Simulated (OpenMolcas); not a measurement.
# Fe²⁺ among point charges: CASSCF and CASPT2 levels and susceptibility

Aim: the splitting of the states of Fe²⁺ in the field of 6 point charges, its lowest levels with spin-orbit coupling and its magnetic susceptibility.

The numbers are computed with OpenMolcas 26.06 (state-averaged CASSCF and CASPT2, spin-orbit coupling by RASSI with atomic mean-field integrals), except any that are marked as measured or tabulated.

### 1 The atom as given

```
Species                           : Fe²⁺ (iron, Z = 26, 24 electrons)
Basis                             : ANO-RCC-VDZP [5s4p2d1f], 34 functions
Scalar Hamiltonian                : DKH2, point nucleus
Inactive shells                   : 1s 2s 2p 3s 3p
Active space                      : 6 electrons in 5 orbitals (3d)
Some configurations of this space : 3d6
Orbitals                          : optimised for each spin and parity, averaged over all roots
```

The outer shells:

3d6
```
3d [↑↓][↑ ][↑ ][↑ ][↑ ]
```

The ion sits among 6 point charges of -1.1 e arranged as a tetragonal octahedron (D4h), 2.11 Å from the ion, with the axial distance 1.899 Å.

The work runs as a chain of OpenMolcas steps in one folder; each step below is one input file. Labels, J, g values, rates, χT and fits are worked out afterwards by a script from the matrices that RASSI stores. The input lists half of the charges; inversion (Group=XYZ) makes the rest.

### 2 Basis and integrals

Contents of a.inp:

```
&GATEWAY
Coord
1

Fe 0.0 0.0 0.0
Basis=ANO-RCC-VDZP
Group=XYZ
NoMove
AngMom=0.0 0.0 0.0
AMFI
XField
3 Angstrom 0
2.110000 0.000000 0.000000 -1.100000
0.000000 2.110000 0.000000 -1.100000
0.000000 0.000000 1.899000 -1.100000
&SEWARD
```

Run with:

```
> OMP_NUM_THREADS=1 MOLCAS_MEM=1689 MOLCAS_PROJECT=a pymolcas a.inp > a.log
```

### 3 Reference wave functions, quintets of even parity, 5 roots

Contents of a.inp:

```
&RASSCF
FileOrb=start.orb
Symmetry=1
Spin=5
nActEl=6 0 0
Inactive=3 6
Ras2=5 0
CIRoot=5 5 1
SDav=5
CIMx=300
Iter=120 100
PrWF=0.3
OrbListing=Nothing
MaxOrb=0
>>> COPY $Project.JobIph JOB001
```

start.orb holds the contracted functions of the basis, ordered by shell, or the orbitals of the step before.

### 4 Reference wave functions, triplets of even parity, 45 roots

Contents of a.inp:

```
&RASSCF
FileOrb=start.orb
Symmetry=1
Spin=3
nActEl=6 0 0
Inactive=3 6
Ras2=5 0
CIRoot=45 45 1
SDav=45
CIMx=300
Iter=120 100
PrWF=0.3
OrbListing=Nothing
MaxOrb=0
>>> COPY $Project.JobIph JOB002
```

### 5 Reference wave functions, singlets of even parity, 50 roots

Contents of a.inp:

```
&RASSCF
FileOrb=start.orb
Symmetry=1
Spin=1
nActEl=6 0 0
Inactive=3 6
Ras2=5 0
CIRoot=50 50 1
SDav=50
CIMx=300
Iter=120 100
PrWF=0.3
OrbListing=Nothing
MaxOrb=0
>>> COPY $Project.JobIph JOB003
```

### 6 State interaction with spin-orbit coupling

Contents of a.inp:

```
&RASSI
NrOfJobIphs=3 5 45 50
1 2 3 4 5
1 2 3 4 5 6 7 8 9 10 11 12 13 14 15 16 17 18 19 20 21 22 23 24 25 26 27
28 29 30 31 32 33 34 35 36 37 38 39 40 41 42 43 44 45
1 2 3 4 5 6 7 8 9 10 11 12 13 14 15 16 17 18 19 20 21 22 23 24 25 26 27
28 29 30 31 32 33 34 35 36 37 38 39 40 41 42 43 44 45 46 47 48 49 50
IphNames
JOB001
JOB002
JOB003
EJob
SpinOrbit
DIPRint=1.0
SOCoupling=1000.0
Subsets=2
Property=9
'ANGMOM' 1 'ANGMOM' 2 'ANGMOM' 3 'MLTPL  1' 1 'MLTPL  1' 2 'MLTPL  1' 3
'AMFI' 1 'AMFI' 2 'AMFI' 3
SOProperty=3
'ANGMOM' 1 'ANGMOM' 2 'ANGMOM' 3
```

### 7 CASPT2: IPEA 0.25, imaginary shift 0.1 (closed shells correlated: 3s 3p)

Contents of a.inp:

```
>>> COPY JOB001 $Project.JobIph
&CASPT2
Multistate=5 1 2 3 4 5
NoMult
Frozen=2 3
IPEA=0.25
Imaginary=0.1
MaxIter=60
WThr=0.0 0.3 0.05
PrWF=0.5
NoMix
>>> COPY JOB002 $Project.JobIph
&CASPT2
Multistate=45 1 2 3 4 5 6 7 8 9 10 11 12 13 14 15 16 17 18 19 20 21 22
23 24 25 26 27 28 29 30 31 32 33 34 35 36 37 38 39 40 41 42 43 44 45
NoMult
Frozen=2 3
IPEA=0.25
Imaginary=0.1
MaxIter=60
WThr=0.0 0.3 0.05
PrWF=0.5
NoMix
>>> COPY JOB003 $Project.JobIph
&CASPT2
Multistate=50 1 2 3 4 5 6 7 8 9 10 11 12 13 14 15 16 17 18 19 20 21 22
23 24 25 26 27 28 29 30 31 32 33 34 35 36 37 38 39 40 41 42 43 44 45 46
47 48 49 50
NoMult
Frozen=2 3
IPEA=0.25
Imaginary=0.1
MaxIter=60
WThr=0.0 0.3 0.05
PrWF=0.5
NoMix
```

(Steps that only read results are left out.)

What does the calculation give? Wanted: spin-free ground state; first state of the same spin within the active space; lowest level; next level.

As calculated:

| quantity | value |
| --- | --- |
| method | SS-CASPT2, IPEA 0.25, imaginary shift 0.1 (closed shells correlated: 3s 3p) |
| spin-free ground state | 5B2, 1-fold in its orbital part |
| first state of the same spin within the active space | 5E at 1600 cm⁻¹ |
| lowest level | 1-fold A1 |
| next level | 0.4 cm⁻¹ |
| χT at 300 K | 3.62 cm³ K/mol |
| effective moment at 300 K | 5.38 μB |

Cost by method:

```tsv
method	time of its own steps	time with the reference
A. CASSCF	20 s	20 s
B. SS-CASPT2, IPEA 0.25, imaginary shift 0.1, +3s 3p	5.1 s	25 s
```

Times are of one thread on a shared host.

**Reading.** The spin-free ground state (5B2) comes to 100 % from free-ion D terms and keeps the highest spin of the shell. χT at 300 K is 3.62, against 3.01 cm³ K/mol for the spin alone, so orbital moment adds to it. An active space of the d shell alone favours high spin; real ions in strong fields can be low spin. The field of point charges can differ much from that of real complexes. With metal d orbitals alone active, the gaps between spin states are rough; where two lie within a few thousand cm-1, their order is open. This is an electrostatic model: the charges have no orbitals.
